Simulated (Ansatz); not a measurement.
# TiNi (P4/nmm) in Ansatz: equation of state

Aim: energy against volume of TiNi in PBEsol, for its equilibrium volume and stiffness.

All numbers are computed with Ansatz 0.2.0; they aren't measurements. Logs are shortened: lines on timing, memory, paths and dates and some standing lists are left out, and cuts for length are marked.

## (1) Starting point

The structure is tetragonal, space group P4/nmm (No. 129). The conventional cell has a = 3.822 Å, b = 3.822 Å, c = 3.636 Å, α = 90.00°, β = 90.00°, γ = 90.00°. Around Ni (site symmetry -4m2) lie 8 Ti at 2.59 to 2.69 Å and 4 Ni at 2.70 Å. Around Ti (site symmetry 4mm) lie 8 Ni at 2.59 to 2.69 Å and 4 Ti at 2.71 Å.

The cell comes from a database or a generator and needn't be the stable form of this composition.

## (2) Equation of state, PBEsol, collinear spin, ferromagnetic start

Potentials or basis: all-electron LAPW, scalar-relativistic.

This step only gathers the single runs of the series.

What came out:

```
Equilibrium volume                        : 12.86 Å³/atom
Bulk modulus at fixed shape and positions : 173 GPa
Pressure derivative of the bulk modulus   : 4.3
```

Energy against volume, from the lowest point:
| volume (Å³/atom) | energy (meV/atom) |
| --- | --- |
| 12.482 | 5.79 |
| 12.748 | 0.00 |
| 13.013 | 0.43 |
| 13.279 | 6.43 |
| 13.545 | 17.43 |
| 13.810 | 32.93 |
| 14.076 | 52.45 |

Caveat: the cell was scaled at fixed shape and fractional positions, which overstates the stiffness of a crystal with free parameters, most of all of layers and chains; the starting moments weren't kept.
